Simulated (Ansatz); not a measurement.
# YSi2Ir2: the cost of one run

Method: DFT LDA, scalar-relativistic, plane waves, PAW, in Ansatz 0.2.0.

The COD entry's cell or inner coordinates are ideal or old and differ from later refinements, so a difference from it is no clean test against experiment.

## (1) Starting point

It takes space group I4/mmm (No. 139, tetragonal). Conventional cell: a = 4.050 Å, b = 4.050 Å, c = 9.905 Å, α = 90.00°, β = 90.00°, γ = 90.00°. Y (site symmetry 4/mmm) has 8 Si at 3.12 Å and 8 Ir at 3.20 Å in its first shell of neighbours. Si (site symmetry 4mm) is surrounded by 4 Ir at 2.37 Å and 1 Si at 2.48 Å and 4 Y at 3.12 Å. Ir (site symmetry -4m2) is surrounded by 4 Si at 2.37 Å.

Coordinates:

```cif
data_structure
_symmetry_space_group_name_H-M 'P 1'
_symmetry_Int_Tables_number 1
_cell_length_a 5.7209
_cell_length_b 5.7209
_cell_length_c 5.7209
_cell_angle_alpha 138.540
_cell_angle_beta 138.540
_cell_angle_gamma 60.077
_cell_volume 81.23
loop_
_atom_site_label
_atom_site_type_symbol
_atom_site_fract_x
_atom_site_fract_y
_atom_site_fract_z
_atom_site_occupancy
Y1 Y 0.00000 0.00000 0.00000 1
Si1 Si 0.37500 0.37500 0.00000 1
Si2 Si 0.62500 0.62500 0.00000 1
Ir1 Ir 0.75000 0.25000 0.50000 1
Ir2 Ir 0.25000 0.75000 0.50000 1
```

The structure comes from the Crystallography Open Database.

(A quick probe on a coarse mesh, which set the mesh and smearing, is not shown.)

## (3) Rough relaxation on the coarse mesh

Contents of input.yaml:

```yaml
crystal:
  lattice:
    - [-2.025, 2.025, 4.9525]
    - [2.025, -2.025, 4.9525]
    - [2.025, 2.025, -4.9525]
  atoms:
    - { symbol: "Y", position: [0.0, 0.0, 0.0] }
    - { symbol: Si, position: [0.375, 0.375, 0.0] }
    - { symbol: Si, position: [0.625, 0.625, 0.0] }
    - { symbol: Ir, position: [0.75, 0.25, 0.5] }
    - { symbol: Ir, position: [0.25, 0.75, 0.5] }
basis:
  ecutwfc: 420
kpoints:
  mp_grid: { grid: [8, 8, 8] }
hamiltonian:
  xc: lda
scf:
  occupations: { method: gaussian, width: 0.1 }
output:
  forces: true
  stress: true
  eigenvalues: true
relax:
  adjacent_minimum: "off"
  f_tol: 0.05
  max_steps: 80
  cell: { stress_tol: 0.5 }
```

The run is started by

```console
ansatz run input.yaml --threads 2 --pin off --max-ram 5120MiB --backend cpu --events-out ev --progress --plain --runs-dir out
```

**Question.** How long does this run take on 2 threads of Intel Xeon at 2.50GHz (Skylake/Cascade Lake), shared host, and how much memory does it need?

About 39 s, with a peak of 0.48 GiB.
